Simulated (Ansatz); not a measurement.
# Ge2F3: the cost of one run

Computed with Ansatz 0.2.0 (DFT PBE, scalar-relativistic, plane waves, PAW, unless a step's input says otherwise).

## Step 1: Starting point

Symmetry: P6/mmm, No. 191, hexagonal system. Conventional cell: a = 4.571 Å, b = 4.571 Å, c = 4.218 Å, α = 90.00°, β = 90.00°, γ = 120.00°. Ge (site symmetry 6mm) is surrounded by 2 Ge at 1.99 to 2.23 Å and 6 F at 2.49 Å. F (site symmetry mmm) is surrounded by 4 F at 2.29 Å and 4 Ge at 2.49 Å.

As a file:

```cif
data_structure
_symmetry_space_group_name_H-M 'P 1'
_symmetry_Int_Tables_number 1
_cell_length_a 4.5707
_cell_length_b 4.5707
_cell_length_c 4.2184
_cell_angle_alpha 90.000
_cell_angle_beta 90.000
_cell_angle_gamma 120.000
_cell_volume 76.32
loop_
_atom_site_label
_atom_site_type_symbol
_atom_site_fract_x
_atom_site_fract_y
_atom_site_fract_z
_atom_site_occupancy
Ge1 Ge 0.00000 0.00000 0.76434 1
Ge2 Ge 0.00000 0.00000 0.23566 1
F1 F 0.50000 0.00000 0.00000 1
F2 F 0.00000 0.50000 0.00000 1
F3 F 0.50000 0.50000 0.00000 1
```

Recipe of the guess: random cell by space group and Wyckoff sites (P6/mmm, No. 191). Its size is a rough estimate.

## Step 2: A first look at the guess

input.yaml reads:

```yaml
crystal:
  lattice:
    - [4.57065641, 0.0, 0.0]
    - [-2.2853282, 3.95830456, 0.0]
    - [0.0, 0.0, 4.21838664]
  atoms:
    - { symbol: Ge, position: [0.0, 0.0, 0.76434198] }
    - { symbol: Ge, position: [0.0, 0.0, 0.23565802] }
    - { symbol: F, position: [0.5, 0.0, 0.0] }
    - { symbol: F, position: [0.0, 0.5, 0.0] }
    - { symbol: F, position: [0.5, 0.5, 0.0] }
basis:
  ecutwfc: 420
kpoints:
  mp_grid: { grid: [6, 6, 4] }
hamiltonian:
  xc: pbe
scf:
  occupations: { method: gaussian, width: 0.1 }
  lower_state_search: "off"
output:
  forces: true
  stress: true
  eigenvalues: true
```

Launch:

```bash
ansatz run input.yaml --threads 1 --pin off --max-ram 2560MiB --backend cpu --events-out ev --progress --plain --runs-dir out
```

Q: Estimate wall time and peak memory on 1 thread of Arm Neoverse V1, shared host.

About 3.2 s, with a peak of 0.33 GiB.
